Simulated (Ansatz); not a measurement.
Predict the output of the script below (the Python package of Ansatz (0.2.0)).

`alfh5nsi_ip.py`
```python
"""Vertical ionisation energy and electron affinity of AlFH5NSi."""

import ansatz as az

BASIS = "def2-SVPD"
XC = "r2scan0"


def total_energy(molecule, charge=0, unpaired=0):
    calc = molecule.calculation().basis(gaussian=BASIS).functional(XC)
    if charge:
        calc = calc.charge(charge)
    if unpaired:
        calc = calc.spin("collinear", total=unpaired)
    return calc.run(threads=1).report["free_energy_ev"]

system = (
    az.Crystal.molecule()
    .atom("N", (0.6681, 1.7577, -0.9813))
    .atom("Al", (0.9667, 0.1176, -0.1594))
    .atom("F", (2.6301, -0.474, -0.0206))
    .atom("Si", (-0.7441, -1.1636, 0.6693))
    .atom("H", (0.102, 2.3744, -0.314))
    .atom("H", (-0.0367, 1.6309, -1.785))
    .atom("H", (-1.7082, -1.5018, -0.4245))
    .atom("H", (-0.2536, -2.3969, 1.2568))
    .atom("H", (-1.5357, -0.3906, 1.7415))
)

# delta-SCF style differences, no relaxation
parent = total_energy(system, 0, 0)
cation = total_energy(system, 1, 1)
print(f"E(N)   = {parent:.5f} eV")
print(f"E(N-1) = {cation:.5f} eV  (1 unpaired)")
print(f"vertical ionisation energy {cation - parent:.3f} eV")
anion = total_energy(system, -1, 1)
print(f"E(N+1) = {anion:.5f} eV  (1 unpaired)")
print(f"vertical electron affinity {parent - anion:.3f} eV" + ("" if anion < parent else " (unbound in this basis)"))
print(f"fundamental gap IP - EA = {cation + anion - 2 * parent:.3f} eV")
```

Running `python alfh5nsi_ip.py` prints:
```text
E(N)   = -18753.35338 eV
E(N-1) = -18743.82651 eV  (1 unpaired)
vertical ionisation energy 9.527 eV
E(N+1) = -18753.51732 eV  (1 unpaired)
vertical electron affinity 0.164 eV
fundamental gap IP - EA = 9.363 eV
```

At this unrelaxed geometry removing an electron costs 9.53 eV and adding one releases 0.16 eV.

Reading the output:
- Total energies depend on the basis set; only differences at equal settings carry meaning.
- The geometry is a force-field or estimated start, not a minimum of this method, and the basis set is short of its limit. All parts are taken at fixed geometry, without zero-point energy. At an unrelaxed start these energies can be a whole eV from those at the minimum, and a small affinity can change sign.
- Hardware and time: 46 s on 1 thread of Arm Neoverse V2 (shared host), peak memory 0.48 GiB.
